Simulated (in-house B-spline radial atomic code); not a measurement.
# S⁴⁺: ionisation energy by several methods

One table from this session's results is given with a row withheld; the runs are named, their logs left out.

The numbers are computed with in-house B-spline radial atomic code version 1 (scalar-relativistic (X2C), several functionals, spin-polarised, exact exchange averaged over the configuration; spherical all-electron atom at the radial basis limit), except any that are marked as measured or tabulated.

### Starting point

| Quantity | Value |
| --- | --- |
| element | sulfur (Z = 16) |
| charge | +4 |
| electrons | 12 |
| configuration | [Ne] 3s2 |
| nucleus | Fermi, rms radius 3.261 fm |

The outer shells:

[Ne] 3s2
```
[Ne] core
3s [↑↓]
```

Where spins are not typed, each open shell is filled with up spins first.

The first run:

Settings, as recorded:

```ini
Z = 16
electrons = 12.0
configuration = [Ne] 3s2
hamiltonian = x2c
method = hse06
spin_polarised = True
nucleus = fermi
rms_radius = 3.2611
mass_number = 32
atomic_mass = 31.97207117354
speed_of_light = 137.035999084
exact_exchange = averaged over the configuration
```

The run is started by

```bash
$ python run_scf.py task.json out
```

One command runs all members of the session, one after another, from task.json.

Among the steps run: HSE06, a range-separated hybrid; B97-1, a global hybrid; PBE0, a global hybrid; BHandHLYP, a global hybrid; r2SCAN0, a global hybrid; ωB97X, a range-separated hybrid.

One of the session's tables, all rows but one given; the rest of the session is left out.

| method | ΔSCF (eV) |
| --- | --- |
| B97-1 | ? |
| PBE0 | 72.353 |
| BHandHLYP | 72.361 |
| r2SCAN0 | 71.817 |
| HSE06 | 72.373 |
| ωB97X | 71.990 |

Estimate the missing values for B97-1.

As computed: ΔSCF (eV): 72.674. In the column «ΔSCF (eV)» it is the highest.
